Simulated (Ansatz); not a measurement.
**CH₄InO radical: a ladder of functionals and wavefunction methods**

Aim: compute CH₄InO radical with functionals from several rungs and with coupled cluster. The yardstick is the atomisation energy at the CCSD(T) limit.

Computed with Ansatz 0.2.0, Gaussian basis. Level: functionals in def2-TZVPP, the program's frozen cores in correlated methods.

The runs, in order: LDA (SPW92), PBE-D4, revPBE-D4, BLYP-D4, r2SCAN-D4, B97M-V, PBE0-D4, B3LYP-D4, r2SCANh-D4, r2SCAN0-D4, HSE06-D4, BHLYP-D4, CAM-B3LYP-D4, LC-ωPBE, ωB97X-V, ωB97M-V, B2PLYP, PBE-QIDH; CCSD(T)/def2-SVP; CCSD(T)/def2-TZVPP; MP2/def2-QZVPP; extrapolation to the limit; RPA on PBE.

### Step 1. Structure used throughout

An earlier PBE0-D4 in a triple-zeta def2 set relaxation fixed the geometry. In takes the def2 core potential; no spin-orbit term is included.

SMILES `[CH3][In][OH]`, 7 atoms, charge 0, spin multiplicity 2.

Atoms are counted from 1 here; the program's logs count them from 0.

Bond lengths: C1–In2 2.203 Å, C1–H4 1.089 Å, C1–H5 1.089 Å, C1–H6 1.090 Å, In2–O3 2.013 Å, O3–H7 0.960 Å. Angles: In2–C1–H4 109.4°, In2–C1–H5 109.1°, In2–C1–H6 106.0°, H4–C1–H5 110.1°, H4–C1–H6 111.1°, H5–C1–H6 111.0°, C1–In2–O3 110.9°, In2–O3–H7 115.5°.

### Step 2. LDA

This LDA is Slater exchange with PW92 correlation.

Contents of in.yaml:

```yaml
crystal:
  periodic: [false, false, false]
  atoms:
    - {symbol: C, position_ang: [-1.112372, 0.553782, -0.247895]}
    - {symbol: In, position_ang: [0.751851, -0.484074, -0.796570]}
    - {symbol: O, position_ang: [1.859966, -0.880936, 0.836230]}
    - {symbol: H, position_ang: [-1.965163, -0.017149, -0.612532]}
    - {symbol: H, position_ang: [-1.109988, 1.548383, -0.692435]}
    - {symbol: H, position_ang: [-1.115184, 0.612132, 0.840947]}
    - {symbol: H, position_ang: [2.690881, -1.332128, 0.672256]}
basis:
  gaussian: {orbitals: def2-TZVPP}
magnetization: {spin_polarized: true, initial_magnetization: 1}
hamiltonian: {xc: lda}
output: {orbitals: {seedname: orbitals}}
```

The runs that follow: PBE-D4 (GGA); revPBE-D4 (GGA); BLYP-D4 (GGA); r2SCAN-D4 (meta-GGA); B97M-V (meta-GGA); PBE0-D4 (hybrid); B3LYP-D4 (hybrid); r2SCANh-D4 (hybrid); r2SCAN0-D4 (hybrid); HSE06-D4 (hybrid); BHLYP-D4 (hybrid); CAM-B3LYP-D4 (range-separated); LC-ωPBE (range-separated); ωB97X-V (range-separated); ωB97M-V (range-separated); B2PLYP (double hybrid); PBE-QIDH (double hybrid); CCSD(T) in def2-SVP; CCSD(T) in def2-TZVPP; MP2 in def2-QZVPP; RPA on PBE orbitals.

Before running them: what should the planned runs give, taken together? Wanted: atomisation energy, CCSD(T)/CBS; farthest beyond LDA; mean size of error, GGA; mean size of error, meta-GGA; mean size of error, hybrid; mean size of error, range-separated; mean size of error, double hybrid; gap, smallest and largest; T1 diagnostic.

The runs gave:

| quantity | value |
| --- | --- |
| atomisation energy, CCSD(T)/CBS | 2237.3 kJ/mol |
| functionals within 22.4 kJ/mol (1.0 %) | BLYP-D4, r2SCAN-D4, B97M-V, B3LYP-D4, r2SCANh-D4, HSE06-D4, CAM-B3LYP-D4, LC-ωPBE, ωB97X-V, ωB97M-V |
| farthest beyond LDA | BHLYP-D4 (-98.8 kJ/mol) |
| mean size of error, GGA | 24.1 kJ/mol |
| mean size of error, meta-GGA | 8.5 kJ/mol |
| mean size of error, hybrid | 38.1 kJ/mol |
| mean size of error, range-separated | 12.4 kJ/mol |
| mean size of error, double hybrid | 38.8 kJ/mol |
| gap, smallest and largest | 0.70 eV (LDA (SPW92)), 7.40 eV (LC-ωPBE) |
| T1 diagnostic | 0.0189 |
| triples share of the correlation energy | 3.4 % |

What this shows: The LDA atomisation energy is off by 322.0 kJ/mol (14 %): it overbinds. PBE-D4 misses by +29.9 kJ/mol. Double hybrids carry the basis error of their MP2 part in triple zeta, and no dispersion term here, so their miss is partly the set-up's. The rungs meta-GGA, range-separated miss on average by less than the doubt on the reference (22.4 kJ/mol), so they tie. The reference freezes the cores and leaves out spin-orbit coupling and excitations past (T), and its outer-core shells are covered unevenly, so misses under about 22.4 kJ/mol can't be ranked. All levels share the lack of spin-orbit coupling, which lowers the free heavy atoms and so the true binding. Hartree-Fock recovers 70 % of the binding; the rest is correlation. CCSD(T) in def2-SVP is off by -161.2 kJ/mol, more than most functionals: a good method in a small basis is no reference. Orbital gaps span 0.7 to 7.4 eV; exact exchange widens them. Correlated methods include outer-core shells of In, which these sets cover unevenly.
